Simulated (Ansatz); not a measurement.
# AlGeH3INO: a ladder of functionals and wavefunction methods

How much do the methods differ for AlGeH3INO? The plan is to run it at one geometry with functionals of several rungs and with coupled cluster. The yardstick is the atomisation energy at the CCSD(T) limit.

Computed with Ansatz 0.2.0, Gaussian basis. Level: functionals in def2-TZVPP, the program's frozen cores in correlated methods.

The runs, in order: LDA (SPW92), PBE-D4, revPBE-D4, BLYP-D4, r2SCAN-D4, B97M-V, PBE0-D4, B3LYP-D4, r2SCANh-D4, r2SCAN0-D4, HSE06-D4, BHLYP-D4, CAM-B3LYP-D4, LC-ωPBE, ωB97X-V, ωB97M-V, B2PLYP, PBE-QIDH; CCSD(T)/def2-SVP; CCSD(T)/def2-TZVPP; MP2/def2-QZVPP; extrapolation to the limit; RPA on PBE.

## 1. The relaxed structure

The geometry comes from an earlier relaxation with PBE0-D4 in a triple-zeta def2 set; it is a stationary point, not always the lowest conformer. I takes the def2 core potential; no spin-orbit term is included.

SMILES `[NH2][Ge]1([I])[O][AlH]1`, 8 atoms, charge 0, spin multiplicity 1.

Atoms are counted from 1 here; the program's logs count them from 0.

Bond lengths: N1–Ge2 1.821 Å, N1–H6 1.010 Å, N1–H7 1.011 Å, Ge2–I3 2.541 Å, Ge2–O4 1.883 Å, Ge2–Al5 2.342 Å, O4–Al5 1.699 Å, Al5–H8 1.574 Å. Angles: Ge2–N1–H6 114.7°, Ge2–N1–H7 114.1°, H6–N1–H7 110.5°, N1–Ge2–I3 103.7°, N1–Ge2–O4 110.7°, N1–Ge2–Al5 131.6°, I3–Ge2–O4 111.7°, I3–Ge2–Al5 123.8°, O4–Ge2–Al5 45.8°, Ge2–O4–Al5 81.5°, Ge2–Al5–O4 52.7°, Ge2–Al5–H8 166.8°, O4–Al5–H8 140.5°.

Geometry (Å):

```xyz
8
charge 0, multiplicity 1
N    -0.56138    0.95026    1.39027
Ge    0.43900    0.28416    0.02272
I     2.75480    0.03621    1.03764
O    -0.24668   -1.36991   -0.56035
Al   -0.16761   -0.58574   -2.06556
H    -0.14163    0.85664    2.30443
H    -1.51656    0.61860    1.40353
H    -0.46763   -0.84732   -3.58847
```

## 2. LDA

This LDA is Slater exchange with PW92 correlation.

File in.yaml:

```yaml
crystal:
  periodic: [false, false, false]
  atoms:
    - {symbol: N, position_ang: [-0.561381, 0.950260, 1.390272]}
    - {symbol: Ge, position_ang: [0.439000, 0.284162, 0.022716]}
    - {symbol: I, position_ang: [2.754795, 0.036215, 1.037637]}
    - {symbol: O, position_ang: [-0.246684, -1.369912, -0.560350]}
    - {symbol: Al, position_ang: [-0.167614, -0.585739, -2.065560]}
    - {symbol: H, position_ang: [-0.141631, 0.856635, 2.304433]}
    - {symbol: H, position_ang: [-1.516556, 0.618601, 1.403528]}
    - {symbol: H, position_ang: [-0.467629, -0.847323, -3.588475]}
basis:
  gaussian: {orbitals: def2-TZVPP}
hamiltonian: {xc: lda}
output: {orbitals: {seedname: orbitals}}
```

After this run come: PBE-D4 (GGA); revPBE-D4 (GGA); BLYP-D4 (GGA); r2SCAN-D4 (meta-GGA); B97M-V (meta-GGA); PBE0-D4 (hybrid); B3LYP-D4 (hybrid); r2SCANh-D4 (hybrid); r2SCAN0-D4 (hybrid); HSE06-D4 (hybrid); BHLYP-D4 (hybrid); CAM-B3LYP-D4 (range-separated); LC-ωPBE (range-separated); ωB97X-V (range-separated); ωB97M-V (range-separated); B2PLYP (double hybrid); PBE-QIDH (double hybrid); CCSD(T) in def2-SVP; CCSD(T) in def2-TZVPP; MP2 in def2-QZVPP; RPA on PBE orbitals.

Q: Predict the results of all the runs planned. Wanted: atomisation energy, CCSD(T)/CBS; farthest beyond LDA; mean size of error, GGA; mean size of error, meta-GGA; mean size of error, hybrid; mean size of error, range-separated; mean size of error, double hybrid; gap, smallest and largest; T1 diagnostic.

The runs gave:

```
                               quantity                                     value
        atomisation energy, CCSD(T)/CBS                             2457.0 kJ/mol
 functionals within 24.6 kJ/mol (1.0 %)       BLYP-D4, r2SCAN-D4, B97M-V, ωB97X-V
                    farthest beyond LDA                  BHLYP-D4 (-151.4 kJ/mol)
                mean size of error, GGA                               35.4 kJ/mol
           mean size of error, meta-GGA                                6.2 kJ/mol
             mean size of error, hybrid                               67.4 kJ/mol
    mean size of error, range-separated                               35.3 kJ/mol
      mean size of error, double hybrid                               57.3 kJ/mol
              gap, smallest and largest  2.85 eV (LDA (SPW92)), 9.04 eV (LC-ωPBE)
                          T1 diagnostic                                    0.0136
triples share of the correlation energy                                     3.5 %
```

LDA overbinds by 406.4 kJ/mol (17 %). PBE-D4 misses by +39.4 kJ/mol. Double hybrids carry the basis error of their MP2 part in triple zeta, and no dispersion term here, so their miss is partly the set-up's. Taken by rung, meta-GGA functionals do best (6.2 kJ/mol on average) and hybrid ones worst beyond LDA (67.4 kJ/mol). The mean of the hybrids holds BHLYP, with half exact exchange. The reference freezes the cores and leaves out spin-orbit coupling and excitations past (T), and its outer-core shells are covered unevenly, so misses under about 24.6 kJ/mol can't be ranked. All levels share the lack of spin-orbit coupling, which lowers the free heavy atoms and so the true binding. Hartree-Fock recovers 62 % of the binding; the rest is correlation. CCSD(T) in def2-SVP is off by -265.8 kJ/mol, worse than the median functional, from the basis alone. Orbital gaps span 2.9 to 9.0 eV; exact exchange widens them. Correlated methods include outer-core shells of Ge, I, which these sets cover unevenly.
